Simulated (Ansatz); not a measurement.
# EuH4: the cost of one run

Program: Ansatz 0.2.0. Level of theory: DFT PBE, scalar-relativistic, plane waves, PAW. These are calculated values, not measurements.

1 further run of the same task is left out (it didn't finish).

## Step 1: The system as given

Symmetry: I4/m, No. 87, tetragonal system. Conventional cell: a = 5.563 Å, b = 5.563 Å, c = 3.490 Å, α = 90.00°, β = 90.00°, γ = 90.00°. Around Eu (site symmetry 4/m) lie 12 H at 2.48 to 2.49 Å. H (site symmetry m) has 3 Eu at 2.48 to 2.49 Å and 9 H at 2.48 to 2.49 Å as nearest neighbours.

Structure file:

```xyz
5
Lattice="-2.7816 2.7816 1.7450 2.7816 -2.7816 1.7450 2.7816 2.7816 -1.7450" Properties=species:S:1:pos:R:3 pbc="T T T"
Eu    0.0000    0.0000    0.0000
H     1.1126    2.2253    0.0000
H     3.3379    1.1126    0.0000
H     1.6689    0.5563    1.7450
H    -0.5563    1.6689    1.7450
```

Recipe of the guess: species swapped into a database cell of HoAu4 (I4/m, No. 87), with Eu on the Ho sites and H on the Au sites. The dimensions are guesses.

## Step 2: Probe: one point on a coarse mesh

The input, input.yaml:

```yaml
crystal:
  lattice:
    - [-2.78156649, 2.78156649, 1.74501128]
    - [2.78156649, -2.78156649, 1.74501128]
    - [2.78156649, 2.78156649, -1.74501128]
  atoms:
    - { symbol: Eu, position: [0.0, 0.0, 0.0], spin: 7.0 }
    - { symbol: H, position: [0.40000001, 0.20000001, 0.60000002] }
    - { symbol: H, position: [0.20000001, 0.59999999, 0.8] }
    - { symbol: H, position: [0.59999999, 0.79999999, 0.39999998] }
    - { symbol: H, position: [0.79999999, 0.40000001, 0.2] }
basis:
  ecutwfc: 420
kpoints:
  mp_grid: { grid: [6, 6, 6] }
hamiltonian:
  xc: pbe
scf:
  occupations: { method: gaussian, width: 0.1 }
  lower_state_search: "off"
output:
  forces: true
  stress: true
  eigenvalues: true
  populations: true
magnetization:
  spin_polarized: true
```

The run is started by

```console
$ ansatz run input.yaml --threads 1 --pin off --max-ram 2560MiB --backend cpu --events-out ev --progress --plain --runs-dir out
```

What time and memory should one allow on 1 thread of Intel Xeon 6975P-C (Granite Rapids), shared host?

About 5.5 s, with a peak of 0.41 GiB.
